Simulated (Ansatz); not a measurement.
CaF: a ladder of basis sets, run with Ansatz's Python interface.

`basis_caf.py`:
```python
"""How the energy of CaF converges with the basis."""

import ansatz

FUNCTIONAL = "HF"

caf = (
    ansatz.Crystal.molecule()
    .atom("Ca", [0.0, 0.0, 0.0])
    .atom("F", [0.0, 0.0, 2.205])
)

calc = caf.calculation().functional(FUNCTIONAL).spin("collinear", total=1).scf(lower_state_search="off")

energies = {}
for basis in ["STO-3G", "6-31G", "6-31G*", "def2-SVP", "def2-SVPD", "def2-TZVP", "def2-TZVPP"]:
    data = calc.basis(gaussian=basis).run().report
    size = data["n_frozen"] + data["n_occupied"][0] + data["n_virtual"][0]
    energies[basis] = (data["reference_energy_ev"] / 27.211386246, data["free_energy_ev"] / 27.211386246)
    print(f"{basis:14s} {size:4d} orbitals  reference {energies[basis][0]:14.6f} Ha  total {energies[basis][1]:14.6f} Ha")

last = energies["def2-TZVPP"][1]
for basis, (_, total) in energies.items():
    print(f"{basis:14s} lies {27.211386 * (total - last):9.4f} eV above def2-TZVPP")
```

How far does the total energy move along this ladder of basis sets?

Against STO-3G: 6-31G -8239.7 mHa, 6-31G* -8252.1 mHa, def2-SVP -8123.2 mHa, def2-SVPD -8141.8 mHa, def2-TZVP -8338.4 mHa and def2-TZVPP -8338.4 mHa. The last step alone is +0.00 mHa (these two sets differ little on atoms other than hydrogen).

The run itself:

```console
$ python basis_caf.py
STO-3G           18 orbitals  reference    -767.959015 Ha  total    -767.959015 Ha
6-31G            38 orbitals  reference    -776.198708 Ha  total    -776.198708 Ha
6-31G*           50 orbitals  reference    -776.211080 Ha  total    -776.211080 Ha
def2-SVP         38 orbitals  reference    -776.082173 Ha  total    -776.082173 Ha
def2-SVPD        50 orbitals  reference    -776.100807 Ha  total    -776.100807 Ha
def2-TZVP        67 orbitals  reference    -776.297386 Ha  total    -776.297386 Ha
def2-TZVPP       67 orbitals  reference    -776.297386 Ha  total    -776.297386 Ha
STO-3G         lies  226.8986 eV above def2-TZVPP
6-31G          lies    2.6851 eV above def2-TZVPP
6-31G*         lies    2.3485 eV above def2-TZVPP
def2-SVP       lies    5.8562 eV above def2-TZVPP
def2-SVPD      lies    5.3492 eV above def2-TZVPP
def2-TZVP      lies    0.0000 eV above def2-TZVPP
def2-TZVPP     lies    0.0000 eV above def2-TZVPP
```

The settings weren't tested for convergence. The geometry is a force-field or estimated start, not a minimum of this method, and the last set is no limit. Much of the fall in a total is atomic energy, which cancels in bond and reaction energies. The species is open-shell (spin multiplicity 2). The expectation value of S² is noticeably off S(S+1) in at least one run, so that state is spin-contaminated. Totals across families of basis sets mostly measure their core functions. The spin state was assumed, and another may lie lower. Hardware and time: 1.9 s on 1 thread of Arm Neoverse V2, on a shared host, peak memory 0.17 GiB.

(Lines on the test bed's own set-up are left out of the output.)
